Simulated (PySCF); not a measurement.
# GaF+: bond curves at several levels of theory

The task here is to estimate one member of a computed series from the others.

The runs use PySCF 2.14.0; Ga aug-cc-pVDZ-PP with ECP10, F aug-cc-pVDZ, scalar-relativistic core potentials.

The first run:

The job is set up so:

| Item | Value |
| --- | --- |
| atoms | Ga, F |
| charge | 1 |
| basis | Ga aug-cc-pVDZ-PP with ECP10, F aug-cc-pVDZ |
| Hamiltonian | scalar-relativistic core potentials |
| basis functions | 55 |
| electrons treated | 29 |
| masses in u | 68.9256, 18.9984 |
| levels | PBE0, PBE, r²SCAN, PBEsol, TPSSh, r²SCAN0, ωB97X, HF, MP2, SCS-MP2, CCSD, CCSD(T) |
| grid | 80 radial by 434 angular points |
| occupations | held fixed by the projection of orbital angular momentum |
| dissociation limit | Ga+ + F, each in its ground configuration |
| starting distance in angstrom | 1.920 |
| values of 2S to try | 1, 3 |

Started as:

```sh
> OMP_NUM_THREADS=1 python dia.py task.json out
```

Steps of the session up to this table: The job; First curve: PBE0; Other states along the same grid; PBE; r²SCAN (meta-GGA); PBEsol (GGA); TPSSh (hybrid meta-GGA); r²SCAN0 (hybrid meta-GGA); ωB97X (range-separated hybrid); UHF (mean field); Adding correlation.

One table of the session follows, with a row left open; its other results are not shown here.

It belongs to the step «The curves together». Energy (eV) from each level's lowest point:

| R (Å) | UHF | UHF-MP2 | UHF-SCS-MP2 | UHF-CCSD | UHF-CCSD(T) |
| --- | --- | --- | --- | --- | --- |
| 1.492 | 0.969 | 1.105 | 1.112 | n/a | n/a |
| 1.562 | 0.348 | 0.436 | 0.441 | 0.431 | 0.454 |
| 1.631 | ? | ? | ? | ? | ? |
| 1.683 | 0.000 | 0.000 | 0.001 | 0.003 | 0.010 |
| 1.735 | 0.033 | 0.001 | 0.000 | 0.000 | 0.000 |
| 1.787 | 0.132 | 0.083 | 0.078 | 0.064 | 0.058 |
| 1.857 | 0.319 | 0.317 | 0.302 | 0.215 | 0.209 |
| 1.943 | 0.524 | 0.913 | 0.846 | 0.445 | 0.463 |
| 2.047 | 0.608 | 1.507 | 1.352 | 0.732 | 0.771 |
| 2.186 | 0.588 | 1.812 | 1.584 | n/a | n/a |

**Question.** Estimate the row for R (Å) = 1.631.

Worked estimate for «UHF». A straight line through the neighbours (1.562, 0.348) and (1.683, 0.000) gives 0.348 + (0.000 − 0.348) × (1.631 − 1.562) / (1.683 − 1.562) = 0.150; a parabola fitted to 4 rows on both sides gives 0.047.

As computed: UHF: 0.061; UHF-MP2: 0.098; UHF-SCS-MP2: 0.100; UHF-CCSD: 0.099; UHF-CCSD(T): 0.114. In «UHF» the line misses by +0.089 and the parabola by -0.014.

State 2 has its PBE0 minimum 6.68 eV higher. The other levels ran on the lowest alone.
